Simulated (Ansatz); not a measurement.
# Cd4SeS3: the cost of one run

Program: Ansatz 0.2.0. Level of theory: DFT PBE, scalar-relativistic, plane waves, PAW. These are calculated values, not measurements.

1 further run of the same task is left out (set aside as unsound or not needed). Runs told in other sessions of the task aren't counted.

### Step 1. The system as given

Symmetry: P3m1, No. 156, trigonal system. The conventional cell has a = 4.241 Å, b = 4.241 Å, c = 13.827 Å, α = 90.00°, β = 90.00°, γ = 120.00°. Cd (site symmetry 3m) has 4 S at 2.57 to 2.58 Å in its first shell of neighbours. Cd (site symmetry 3m) has 3 S at 2.58 Å and 1 Se at 2.69 Å in its first shell of neighbours. Cd (site symmetry 3m) is surrounded by 1 S at 2.57 Å and 3 Se at 2.64 Å. Around Se (site symmetry 3m) lie 4 Cd at 2.64 to 2.69 Å. Around S (site symmetry 3m) lie 4 Cd at 2.57 to 2.58 Å.

As a file:

```xyz
8
Lattice="4.2415 0.0000 0.0000 -2.1207 3.6732 0.0000 0.0000 0.0000 13.8270" Properties=species:S:1:pos:R:3 pbc="T T T"
Cd    0.0000    2.4488    0.0660
Cd    0.0000    2.4488    6.8343
Cd    2.1207    1.2244    3.4503
Cd    2.1207    1.2244   10.5145
Se    0.0000    2.4488    9.5200
S     0.0000    2.4488    2.6386
S     2.1207    1.2244    6.0233
S     2.1207    1.2244   13.0807
```

The cell was relaxed beforehand at this level, from a generated guess; it needn't be the stable form of this composition. At a tolerance of 0.02 Å it has space group P3m1 (No. 156); it has 26.93 Å³/atom, an uncorrected energy of -0.65 eV/atom over the elements.

### Step 2. Bands, states and charges

input.yaml

```yaml
crystal:
  lattice:
    - [4.2414692135, 0.0, 0.0]
    - [-2.1207346068, 3.6732200883, 0.0]
    - [0.0, 0.0, 13.8270021]
  atoms:
    - { symbol: Cd, position: [0.3333333333, 0.6666666667, 0.004775] }
    - { symbol: Cd, position: [0.3333333333, 0.6666666667, 0.494274] }
    - { symbol: Cd, position: [0.6666666667, 0.3333333333, 0.249536] }
    - { symbol: Cd, position: [0.6666666667, 0.3333333333, 0.760434] }
    - { symbol: Se, position: [0.3333333333, 0.6666666667, 0.688505] }
    - { symbol: S, position: [0.3333333333, 0.6666666667, 0.190831] }
    - { symbol: S, position: [0.6666666667, 0.3333333333, 0.435619] }
    - { symbol: S, position: [0.6666666667, 0.3333333333, 0.946027] }
basis:
  ecutwfc: 420
kpoints:
  mp_grid: { grid: [6, 6, 2] }
  band_path:
    path:
      - [[0.0, 0.0, 0.0], [0.5, 0.0, 0.0], [0.33333333, 0.33333333, 0.0], [0.0, 0.0, 0.0], [0.0, 0.0, 0.5], [0.5, 0.0, 0.5], [0.33333333, 0.33333333, 0.5], [0.0, 0.0, 0.5]]
      - [[0.5, 0.0, 0.5], [0.5, 0.0, 0.0]]
      - [[0.33333333, 0.33333333, 0.5], [0.33333333, 0.33333333, 0.0]]
    npoints: 14
hamiltonian:
  xc: pbe
scf:
  occupations: { method: gaussian, width: 0.02 }
  n_extra_bands: 20
output:
  forces: true
  stress: true
  eigenvalues: true
  populations: true
  dos: { projected: true, de: 0.02, nscf_kmesh: { grid: [9, 9, 3] } }
  bader: true
  write_density: true
  write_potential: true
  elf: true
  volumetric_format: npy
```

On the command line:

```console
ansatz run input.yaml --threads 4 --pin off --max-ram 8192MiB --backend cpu --events-out ev --progress --plain --runs-dir out
```

**Question.** How long does this run take on 4 threads of Intel Xeon Platinum 8375C at 2.90GHz (Ice Lake), shared host, and how much memory does it need?

About 44 s, with a peak of 1.5 GiB.
